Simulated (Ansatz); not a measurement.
# CsC (P6/mmm) in Ansatz: convergence with xc grid

Aim: find how far xc grid must go before the results for CsC settle, at PBEsol. This setting moves, with any that are tied to it; all else stays.

All numbers are computed with Ansatz 0.2.0; they aren't measurements. Logs are shortened: lines on timing, memory, paths and dates and some standing lists are left out, and cuts for length are marked.

## (1) The structure

It takes space group P6/mmm (No. 191, hexagonal). Conventional cell: a = 3.929 Å, b = 3.929 Å, c = 5.824 Å, α = 90.00°, β = 90.00°, γ = 120.00°. Cs (site symmetry 6/mmm) is surrounded by 2 C at 2.91 Å. C (site symmetry 6/mmm) has 2 Cs at 2.91 Å as nearest neighbours.

The cell was built by a generator and needn't be a form met in nature.

## (2) With xc grid 1

input.yaml

```yaml
crystal:
  lattice:
    - [3.92918167, 0.0, 0.0]
    - [-1.96459083, 3.40277114, 0.0]
    - [0.0, 0.0, 5.82432695]
  atoms:
    - { symbol: Cs, position: [0.0, 0.0, 0.0] }
    - { symbol: C, position: [0.0, 0.0, 0.5] }
hamiltonian:
  xc: pbesol
  pseudopotentials: { kind: paw }
kpoints:
  mp_grid: { grid: [7, 7, 4] }
scf:
  occupations: { method: cold, width: 0.05 }
output:
  forces: true
  stress: true
  eigenvalues: true
basis:
  xc_grid: 1
```

Potentials or basis: Ansatz PAW.

On the command line:

```bash
ansatz run input.yaml --threads 2 --pin off --max-ram 5632MiB --backend cpu --events-out ev --progress --plain --runs-dir out
```

The program printed:

```text
Warning: RAYON_NUM_THREADS=2 ignored (pool sized by the plan → 2); use --threads N
Engine: ansatz 0.2.0, aarch64-unknown-linux-gnu
Pseudopotentials: kind: paw
Pseudopotential: Cs, paw, valence charge 9, recommended cutoff 420 eV (normal), Cs.paw.azcp
Pseudopotential: C, paw, valence charge 4, recommended cutoff 420 eV (normal), C.paw.azcp
Functional definition: PBEsol
  exchange = pbesol_x
  correlation = pbesol_c
Crystal: 2 atoms, lattice volume = 77.872 Å³
Basis set: ecut = 420 eV, 1519 PW (Γ)
Bands: 11, of which v1, the nominal top of the filled ones, is band 7 counted from 1 (6 counted from 0)
Symmetry: 24 space group operations
Space group: P6/mmm (ITA 191), of the structure as read, at distance tolerance 4.3e-5 Å
k-points: 24 of 196
Non-local potential: Cs, projectors of the file, l = 0: 3, l = 1: 2, l = 2: 2, l = 3: 2
Non-local potential: C, projectors of the file, l = 0: 2, l = 1: 2, l = 2: 1
PAW form: soft (Blöchl's): semilocal exchange-correlation on the pseudo side does not see the compensation charge
PAW frozen core: Cs, regenerated for the run's functional, and the local potential with it (the file was generated under x = pbe(κ = 0.804, μ = 0.2195149727645171), c = pbe(β = 0.06672455060314922))
PAW frozen core: C, regenerated for the run's functional, and the local potential with it (the file was generated under x = pbe(κ = 0.804, μ = 0.2195149727645171), c = pbe(β = 0.06672455060314922))
PAW one-centre angular grid: Cs, 194 points (default); XC on 64 Gauss nodes
PAW one-centre angular grid: C, 110 points (default); XC on 64 Gauss nodes
Initial density: superposition of atomic densities (neutral atoms: chi_scale 0, normalization atom), corrected by the library's trained network
Initial wavefunctions: pseudopotential atomic-orbital guess
Functional: x = pbesol(κ = 0.804, μ = 0.12345679012345678), c = pbesol(β = 0.046)
SCF iter   1: F=—  HF=-5825.836936 eV  |F-HF|=—  |Δ(HF+E_count)|=         —  Δρ=7.92e-3  dr2=6.93e-2  ethr=1.77e-3  ⟨swp⟩=7.8  Hψ=2063  notcnv=0
preconditioner: auto → none  [metal: Δε(μ)=0.033 eV  Ē_g=9.299 eV  σ=0.050 eV  W_gap=0.47  n_scr=8 (ndim 8)  ℏωp=14.0 eV  f_vac=0.000  D(μ)=4.89/eV (n_scr^D=42)  sad-step TF]
SCF iter   2: F=—  HF=-5825.827408 eV  |F-HF|=—  |Δ(HF+E_count)|=   9.53e-3  S|Δr|=    0.00e0  Δρ=4.82e-3  dr2=3.30e-2  ethr=5.33e-4  ⟨swp⟩=1.5  Hψ=472  notcnv=0
SCF iter   3: F=—  HF=-5825.819942 eV  |F-HF|=—  |Δ(HF+E_count)|=   7.47e-3  S|Δr|=    0.00e0  Δρ=3.01e-3  dr2=3.85e-3  ethr=2.54e-4  ⟨swp⟩=2.0  Hψ=408  notcnv=0  defer=1
SCF iter   4: F=—  HF=-5825.819435 eV  |F-HF|=—  |Δ(HF+E_count)|=   5.07e-4  S|Δr|=    0.00e0  Δρ=1.18e-3  dr2=7.92e-4  ethr=2.96e-5  ⟨swp⟩=1.2  Hψ=299  notcnv=0  defer=4
SCF iter   5: F=—  HF=-5825.819267 eV  |F-HF|=—  |Δ(HF+E_count)|=   1.68e-4  S|Δr|=    0.00e0  Δρ=3.78e-4  dr2=7.26e-5  ethr=6.10e-6  ⟨swp⟩=1.7  Hψ=287  notcnv=0  defer=4
SCF iter   6: F=—  HF=-5825.819251 eV  |F-HF|=—  |Δ(HF+E_count)|=   1.56e-5  S|Δr|=    0.00e0  Δρ=1.28e-5  dr2=1.19e-7  ethr=5.59e-7  ⟨swp⟩=1.1  Hψ=257  notcnv=0  defer=4
SCF iter   7: F=-5825.819251 eV  HF=-5825.819251 eV  |F-HF|=1.33e-9  |Δ(HF+E_count)|=   9.23e-8  S|Δr|=    0.00e0  Δρ=6.13e-6  dr2=1.93e-8  ethr=7.69e-10  ⟨swp⟩=6.7  Hψ=1252  notcnv=0
SCF 1 converged in 7 iterations: F = -5825.819251 eV  dr2 = 1.93e-8
SCF converged after 7 iterations
Stability not checked: this state was not tested for a lower state beside it, because cold or Methfessel-Paxton smearing, or corrected tetrahedra, fill the levels in a way that the test cannot read (fill_not_monotonic; see scf.lower_state_search)
Free energy (F): -5825.819251 eV
Harris-Foulkes:  -5825.819251 eV  (|F-HF|=1.33e-9)
Internal energy: -5825.816267 eV  (E = F + TS)
E sigma→0 (E₀):  -5825.818257 eV
Entropy (-TS):   -0.002984 eV (-1.492 meV/atom)
Fermi energy:    3.830675 eV
--- Per-component energies (eV) ---
  E_band       = -74.161129
  E_kinetic    = 216.530280
  E_local      = -392.174707  (includes V_loc(G=0)·N_el)
  E_nonlocal   = 59.729425
  E_hartree    = 123.194160
  E_xc         = -215.253080
  E_vxc        = -178.663458  (∫ρ·V_xc dr)
  E_paw        = -5076.914710  (= ΣΔE_a)
  E_vpaw       = -25.971109  (= ΣTr[D̂ρ^β])
  E_aug_tail   = 0.000001  (compensation charges beyond the density's cutoff)
  E_ewald      = -541.092897
  E_core_change = 0.165261  (= ΣΔE_core)
  E_smearing   = -0.002984  (= −TS)
  E_closure    = -0.000000  (closes the sum)
  Σ components = -5825.819251   (vs F -5825.819251, Δ=0.00e0)
--- Forces (eV/Å), atoms counted from 1 ---
  atom   1  Cs    -0.00000000    -0.00000000     0.00000000
  atom   2  C      0.00000000     0.00000000     0.00000000
  max |Σ_I F_I| component: 9.86e-31 eV/Å
--- Stress (GPa, compression-positive) ---
       -0.866123       0.000000      -0.000000
        0.000000      -0.866123       0.000000
       -0.000000       0.000000      -5.222881
  P = ⅓ Tr σ = -2.3184 GPa (-23.184 kbar)
--- Band table (eV; the first three rows and the last of 24) ---
  k-point 0: bands = ["-19.4665", "-6.1815", "-5.5322", "-5.5322", "-4.6937", "4.0935", "4.3938", "4.8372", "4.8372", "7.7129", "7.7129"]
  k-point 1: bands = ["-19.4652", "-6.5550", "-5.5299", "-5.5299", "-4.0363", "3.4041", "4.2379", "4.7627", "4.7627", "7.7306", "7.7306"]
  k-point 2: bands = ["-19.4640", "-6.8015", "-5.5277", "-5.5277", "-3.4502", "2.5960", "4.2858", "4.6919", "4.6919", "7.7487", "7.7487"]
  k-point 23: bands = ["-19.2076", "-6.8847", "-6.4767", "-6.3881", "-3.1479", "2.9476", "3.1693", "3.5020", "6.7780", "7.5813", "7.9810"]
```

It took 0.93 s on 2 threads of Arm Neoverse V2, shared host; peak memory 0.31 GiB.

Results:

* Free energy: -5825.8193 eV
* Pressure: -2.3 GPa
* Band gap on the k mesh: none (metal or under the smearing width)

## (3) With xc grid 2

input.yaml: that of step 2 with these lines changed.

```diff
@@ -20,2 +20,2 @@
 basis:
-  xc_grid: 1
+  xc_grid: 2
```

Potentials or basis: Ansatz PAW.

On the command line:

```bash
ansatz run input.yaml --threads 2 --pin off --max-ram 5632MiB --backend cpu --events-out ev --progress --plain --runs-dir out
```

It took 1.1 s on 2 threads of Arm Neoverse V2, shared host; peak memory 0.31 GiB.

Results:

- Free energy: -5825.8193 eV
- Pressure: -2.3 GPa
- Band gap on the k mesh: none (metal or under the smearing width)

## (4) With xc grid 3

input.yaml: that of step 3 with these lines changed.

```diff
@@ -20,2 +20,2 @@
 basis:
-  xc_grid: 2
+  xc_grid: 3
```

On the command line:

```bash
ansatz run input.yaml --threads 2 --pin off --max-ram 5632MiB --backend cpu --events-out ev --progress --plain --runs-dir out
```

Wall time 0.99 s (2 threads of Arm Neoverse V2, shared host); peak memory 0.33 GiB.

It converged, with:

| Quantity | Value |
| --- | --- |
| Free energy | -5825.8193 eV |
| Pressure | -2.3 GPa |
| Band gap on the k mesh | none (metal or under the smearing width) |

## (5) With xc grid 4

input.yaml: that of step 4 with these lines changed.

```diff
@@ -20,2 +20,2 @@
 basis:
-  xc_grid: 3
+  xc_grid: 4
```

On the command line:

```bash
ansatz run input.yaml --threads 2 --pin off --max-ram 5632MiB --backend cpu --events-out ev --progress --plain --runs-dir out
```

It took 1.1 s on 2 threads of Arm Neoverse V2, shared host; peak memory 0.38 GiB.

The run converged. Its results:

```yaml
Free_energy: -5825.8193 eV
Pressure: -2.3 GPa
Band_gap_on_the_k_mesh: none (metal or under the smearing width)
```

## (6) With xc grid 5

input.yaml: that of step 5 with these lines changed.

```diff
@@ -20,2 +20,2 @@
 basis:
-  xc_grid: 4
+  xc_grid: 5
```

Potentials or basis: Ansatz PAW.

On the command line:

```bash
ansatz run input.yaml --threads 2 --pin off --max-ram 5632MiB --backend cpu --events-out ev --progress --plain --runs-dir out
```

Run time: 1.2 s. Hardware: 2 threads of Arm Neoverse V2, shared host; peak memory 0.46 GiB.

The run converged. Its results:

- Free energy: -5825.8193 eV
- Pressure: -2.3 GPa
- Band gap on the k mesh: none (metal or under the smearing width)

## (7) Result

```tsv
xc grid	energy less the tightest run, at zero smearing (meV/atom)	SCF cycles	CPU time (s)	peak memory (GiB)
1	0.00	7	1.6	0.31
2	0.00	7	1.6	0.31
3	0.00	7	1.7	0.33
4	0.00	7	1.9	0.38
5	0.00	7	2.1	0.46
```

Against the tightest run, the energy stays within 1 meV/atom from 1 on. The tightest run that finished is the yardstick and may itself not be fully converged.

Caveats: the PAW data sets come from PBE, with cores solved anew for the run's functional, which leaves a small shift of forces and pressure.
